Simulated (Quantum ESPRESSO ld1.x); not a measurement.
# Pm⁴⁺ in [Xe] 4f3: an all-electron calculation

What are the levels of the promethium ion Pm4+, how large are its shells, and how does its energy divide?

Program: Quantum ESPRESSO ld1.x 7.5. Level of theory: Dirac Kohn-Sham, LDA (Slater exchange, Perdew-Zunger correlation), spin-unpolarised, spherical densities, point nucleus; open shells fill j = l - 1/2 first. These are calculated values, not measurements, unless marked.

**1. Starting point**

```
element       : promethium (Z = 61)
charge        : +4
electrons     : 57
configuration : [Xe] 4f3
```

**2. The calculation**

Contents of ld1.in:

```fortran
 &input
    zed=61.0,
    iswitch=1,
    rel=2,
    dft='PZ',
    config='[Xe] 4f3',
    rel_dist='energy',
    verbosity='high',
    lsmall=.true.,
    prefix='ld1',
    max_out_wfc=37,
    file_charge='ld1.rho',
 /
```

What does the calculation give?

**Answer**, as computed:

```
                        quantity                   value
                    total energy       -10017.09 hartree
exchange-correlation share of it                  2.20 %
                            −T/E                  1.0813
          highest occupied level       4f5/2, -51.420 eV
    most extended occupied level  5p3/2, <r> = 1.57 bohr
 radius at density 0.001 e/bohr³               3.19 bohr
    maxima of the radial density                       4
         ionisation energy, NIST     61.7 (semi-emp.) eV
```

The radial density shows 4 maxima for 5 occupied principal shells; where shells overlap, one shows as a shoulder or not at all. −T/E is 1.081: with relativity the kinetic term as defined here no longer equals −E. Minus the highest eigenvalue, 51.420 eV, is 83 % of the tabulated ionisation energy (61.7 eV); the potential of a semilocal functional falls off too fast, so its top eigenvalue is too shallow. Spin polarisation and multiplet splitting are left out.
